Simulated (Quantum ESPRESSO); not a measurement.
# HPbNO4 under changes of volume

One of the cells (15.071 Å³/atom); the others are scaled copies at fixed shape and fractional positions:

```
CELL_PARAMETERS angstrom
6.85877 0.00000 0.00000
0.00000 4.22865 0.00000
-3.39101 0.00000 7.27459
ATOMIC_POSITIONS crystal
H 0.22549 0.75000 0.50730
H 0.77451 0.25000 0.49270
Pb 0.30229 0.25000 0.28494
Pb 0.69771 0.75000 0.71506
N 0.21484 0.75000 0.83567
N 0.78516 0.25000 0.16433
O 0.33078 0.75000 0.45338
O 0.40909 0.75000 0.86901
O 0.15508 0.75000 0.96537
O 0.07083 0.75000 0.66955
O 0.66922 0.25000 0.54661
O 0.59091 0.25000 0.13099
O 0.84492 0.25000 0.03463
O 0.92917 0.25000 0.33045
```

The cell was built by a generator and needn't be a form met in nature.

```yaml
Program: Quantum ESPRESSO 7.5
Functional: PBE
Potentials_or_basis: SSSP 1.3 efficiency PBE
Cutoff: 816 eV
Density_cutoff: 6531 eV
k_mesh: 4 × 4 × 3
Occupations: fermi-dirac, width 0.05 eV
Spin: no spin polarisation
```

```csv
volume (Å³/atom),energy over the lowest point (meV/atom),pressure (GPa),gap on the mesh (eV),largest force (eV/Å)
14.166,18.00,6.2,3.17,1.892
14.468,7.89,3.9,3.16,1.228
14.769,2.04,1.7,3.14,0.612
15.071,0.00,-0.2,3.12,0.040
15.372,?,?,?,?
15.673,5.92,-3.5,3.07,0.985
15.975,13.22,-4.9,3.04,1.444
```

What does the run at 15.372 Å³/atom give?

Energy over the lowest point 1.41 meV/atom; pressure -1.9 GPa; gap on the mesh 3.09 eV; largest force 0.491 eV/Å.

Worked out: A Birch-Murnaghan fit of order 3 (a polynomial in V^(-2/3)) to the other rows has its minimum at 15.09 Å³/atom with B0 = V·E''(V) = 91 GPa and B' = 4.2 at fixed shape and positions, which overstates the stiffness. It gives 1.42 meV/atom at 15.372 Å³/atom, against the run's 1.41, and -dE/dV = -1.6 GPa, against -1.9. A parabola through the other rows of the gap, of slope -1.29 eV per unit of ln V there, gives 3.10 eV, against the run's 3.09.

Energies are extrapolated to zero smearing.

Caveats: spin-orbit coupling is left out, which as a rule narrows the gap of such compounds by several tenths of an eV; an odd mesh through Γ misses points on the zone boundary, where band edges often lie; forces of over 1 eV/Å show positions far from the minimum, so gaps and moduli don't describe the material at rest (some runs).
